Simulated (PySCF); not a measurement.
# B2H8Tl (Tl(BH4)2+): the cost of one run

The runs use PySCF 2.14.0; r2SCAN, Tl def2-SVP with ECP60, B def2-SVP, H def2-SVP; scalar-relativistic core potentials, no spin–orbit coupling.

3 further runs of the same task are left out: 2 for a known fault of the program, 1 that didn't finish.

**1. Where the work starts**

11 atoms, charge 1, spin multiplicity 1.

Bond lengths: Tl1–B2 2.251 Å, Tl1–B7 2.251 Å, B2–H3 1.338 Å, B2–H4 1.204 Å, B2–H5 1.338 Å, B2–H6 1.203 Å, B7–H8 1.338 Å, B7–H9 1.338 Å, B7–H10 1.204 Å, B7–H11 1.203 Å. Angles: B2–Tl1–B7 180.0°, Tl1–B2–H3 125.9°, Tl1–B2–H4 105.1°, Tl1–B2–H5 86.4°, Tl1–B2–H6 106.1°, H3–B2–H4 98.2°, H3–B2–H5 39.6°, H3–B2–H6 99.5°, H4–B2–H5 113.8°, H4–B2–H6 124.0°, H5–B2–H6 113.4°, Tl1–B7–H8 125.9°, Tl1–B7–H9 86.4°, Tl1–B7–H10 105.1°, Tl1–B7–H11 106.1°, H8–B7–H9 39.6°, H8–B7–H10 98.2°, H8–B7–H11 99.5° and more.

As a file:

```
Tl    0.0000    0.0000    0.0000
B     0.2694   -0.1636    2.2292
H    -0.5717    0.3055    3.1575
H     1.2148    0.5381    2.4824
H    -0.9094    0.4601    2.3321
H     0.2140   -1.3375    2.4871
B    -0.2694    0.1636   -2.2292
H     0.5717   -0.3055   -3.1575
H     0.9094   -0.4601   -2.3321
H    -1.2148   -0.5381   -2.4824
H    -0.2140    1.3375   -2.4871
```

Formal oxidation states: Tl +3. An earlier session relaxed this geometry at r2SCAN, Tl def2-SVP with ECP60, B def2-SVP, H def2-SVP (singlet, point group Ci).

Its energy there is -226.656452 Eh.

**2. Atoms moved at random, σ = 0.06 Å**

run.py (the lines that set the calculation)

```python
mol = gto.M(atom='''
Tl     0.00199     0.01662     0.07201
B      0.34099    -0.19249     2.24926
H     -0.64044     0.33689     3.14050
H      1.20110     0.56204     2.51101
H     -0.89225     0.52228     2.29468
H      0.17604    -1.34676     2.42605
B     -0.27259     0.12145    -2.24864
H      0.56289    -0.28134    -3.16498
H      0.86068    -0.51271    -2.32589
H     -1.19362    -0.55021    -2.40027
H     -0.14479     1.32424    -2.55372''',
    basis={'Tl': 'def2-SVP', 'B': 'def2-SVP', 'H': 'def2-SVP'},
    ecp={'Tl': 'def2-SVP'},
    charge=1, spin=0)
mf = dft.RKS(mol, xc='R2SCAN')
mf.grids.atom_grid = (50, 194)
mf = mf.density_fit()  # fitting sets: Tl def2-universal-JKFIT, B def2-universal-JKFIT, H def2-universal-JKFIT
mf.conv_tol = 1e-08; mf.max_cycle = 55
mf.kernel(dm0)  # dm0: the density of the relaxed state
```

The run is started by

```bash
OMP_NUM_THREADS=2 python run.py
```

**Question.** How long does this run take on 2 threads of Arm Neoverse V2, shared host?

About 7.6 s.
